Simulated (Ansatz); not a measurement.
**C₃H₉F₃OSiSn: a ladder of functionals and wavefunction methods**

One table from this session's results is given with a row withheld; the runs are named, their logs left out.

Method: functionals in def2-TZVPP, the program's frozen cores in correlated methods; program: Ansatz 0.2.0, Gaussian basis.

The runs, in order: LDA (SPW92), PBE-D4, revPBE-D4, BLYP-D4, r2SCAN-D4, B97M-V, PBE0-D4, B3LYP-D4, r2SCANh-D4, r2SCAN0-D4, HSE06-D4, BHLYP-D4, CAM-B3LYP-D4, LC-ωPBE, ωB97X-V, ωB97M-V, B2PLYP, PBE-QIDH; CCSD(T)/def2-SVP; CCSD(T)/def2-TZVPP; MP2/def2-QZVPP; extrapolation to the limit; RPA on PBE.

## The geometry

All runs share one geometry, relaxed beforehand with PBE0-D4 in a triple-zeta def2 set. Sn takes the def2 core potential; no spin-orbit term is included.

SMILES `C[O][Sn]([CH3])([CH3])[Si](F)(F)F`, 18 atoms, charge 0, spin multiplicity 1.

Atoms are counted from 1 here; the program's logs count them from 0.

Bond lengths: C1–O2 1.403 Å, C1–H10 1.100 Å, C1–H11 1.099 Å, C1–H12 1.094 Å, O2–Sn3 1.974 Å, Sn3–C4 2.137 Å, Sn3–C5 2.126 Å, Sn3–Si6 2.579 Å, C4–H13 1.090 Å, C4–H14 1.091 Å, C4–H15 1.090 Å, C5–H16 1.090 Å, C5–H17 1.089 Å, C5–H18 1.090 Å, Si6–F7 1.586 Å, Si6–F8 1.587 Å, Si6–F9 1.585 Å. Angles: O2–C1–H10 112.7°, O2–C1–H11 112.7°, O2–C1–H12 108.4°, H10–C1–H11 107.7°, H10–C1–H12 107.5°, H11–C1–H12 107.6°, C1–O2–Sn3 120.3°, O2–Sn3–C4 108.0°, O2–Sn3–C5 103.1°, O2–Sn3–Si6 105.2°, C4–Sn3–C5 115.3°, C4–Sn3–Si6 111.0°, C5–Sn3–Si6 113.3°, Sn3–C4–H13 110.1°, Sn3–C4–H14 110.0°, Sn3–C4–H15 109.3°, H13–C4–H14 108.9°, H13–C4–H15 109.2° and more.

Coordinates:

```xyz
18
C3H9F3OSiSn
C     2.41352   -0.49166   -0.62305
O     1.47041   -0.87236    0.34334
Sn   -0.38794   -0.21513    0.23302
C    -1.16567   -0.74960   -1.68443
C    -1.33098   -1.15740    1.88887
Si   -0.21457    2.34604    0.48078
F     0.85755    2.97597   -0.50397
F    -1.59315    3.06545    0.16165
F     0.19591    2.79778    1.94306
H     2.13372   -0.81159   -1.63713
H     2.58078    0.59468   -0.64897
H     3.36849   -0.96732   -0.37976
H    -0.56625   -0.29443   -2.47270
H    -2.19569   -0.40413   -1.77952
H    -1.13926   -1.83409   -1.79368
H    -2.36778   -0.83216    1.97618
H    -0.79435   -0.90120    2.80169
H    -1.30235   -2.23766    1.74631
```

The first run:

File in.yaml:

```yaml
crystal:
  periodic: [false, false, false]
  atoms:
    - {symbol: C, position_ang: [2.413521, -0.491659, -0.623051]}
    - {symbol: O, position_ang: [1.470413, -0.872362, 0.343343]}
    - {symbol: Sn, position_ang: [-0.387938, -0.215127, 0.233017]}
    - {symbol: C, position_ang: [-1.165668, -0.749600, -1.684430]}
    - {symbol: C, position_ang: [-1.330977, -1.157399, 1.888865]}
    - {symbol: Si, position_ang: [-0.214568, 2.346040, 0.480778]}
    - {symbol: F, position_ang: [0.857551, 2.975974, -0.503969]}
    - {symbol: F, position_ang: [-1.593151, 3.065449, 0.161654]}
    - {symbol: F, position_ang: [0.195908, 2.797778, 1.943064]}
    - {symbol: H, position_ang: [2.133715, -0.811595, -1.637130]}
    - {symbol: H, position_ang: [2.580777, 0.594682, -0.648970]}
    - {symbol: H, position_ang: [3.368495, -0.967317, -0.379757]}
    - {symbol: H, position_ang: [-0.566249, -0.294432, -2.472698]}
    - {symbol: H, position_ang: [-2.195691, -0.404126, -1.779521]}
    - {symbol: H, position_ang: [-1.139256, -1.834087, -1.793676]}
    - {symbol: H, position_ang: [-2.367781, -0.832160, 1.976184]}
    - {symbol: H, position_ang: [-0.794351, -0.901202, 2.801690]}
    - {symbol: H, position_ang: [-1.302351, -2.237656, 1.746306]}
basis:
  gaussian: {orbitals: def2-TZVPP}
hamiltonian: {xc: lda}
output: {orbitals: {seedname: orbitals}}
```

Among the steps run: LDA; PBE-D4 (GGA); revPBE-D4 (GGA); BLYP-D4 (GGA); r2SCAN-D4 (meta-GGA); B97M-V (meta-GGA); PBE0-D4 (hybrid); B3LYP-D4 (hybrid); r2SCANh-D4 (hybrid); r2SCAN0-D4 (hybrid); HSE06-D4 (hybrid); BHLYP-D4 (hybrid); CAM-B3LYP-D4 (range-separated); LC-ωPBE-D4 (range-separated; the results give it without D4); ωB97X-V (range-separated); ωB97M-V (range-separated); B2PLYP (double hybrid); PBE-QIDH (double hybrid).

One table of the session follows, with a row left open; its other results are not shown here.

It belongs to the step «Frontier levels by functional». 

```
  functional  HOMO (eV)  gap (eV)
 LDA (SPW92)          ?         ?
      PBE-D4      -5.92      4.53
   revPBE-D4      -5.86      4.61
     BLYP-D4      -5.84      4.59
   r2SCAN-D4      -6.22      5.05
      B97M-V      -6.37      5.06
     PBE0-D4      -7.43      6.81
    B3LYP-D4      -7.21      6.40
  r2SCANh-D4      -6.79      5.89
  r2SCAN0-D4      -7.64      7.15
    HSE06-D4      -7.03      6.04
    BHLYP-D4      -8.85      9.04
CAM-B3LYP-D4      -8.84      9.19
     LC-ωPBE     -10.12     11.61
     ωB97X-V      -9.81     11.13
     ωB97M-V      -9.73     10.74
```

Q: Estimate the row for LDA (SPW92) from the others.

As computed: HOMO (eV): -6.07; gap (eV): 4.38. In the column «HOMO (eV)» it lies between r2SCAN-D4 (-6.22) and PBE-D4 (-5.92).
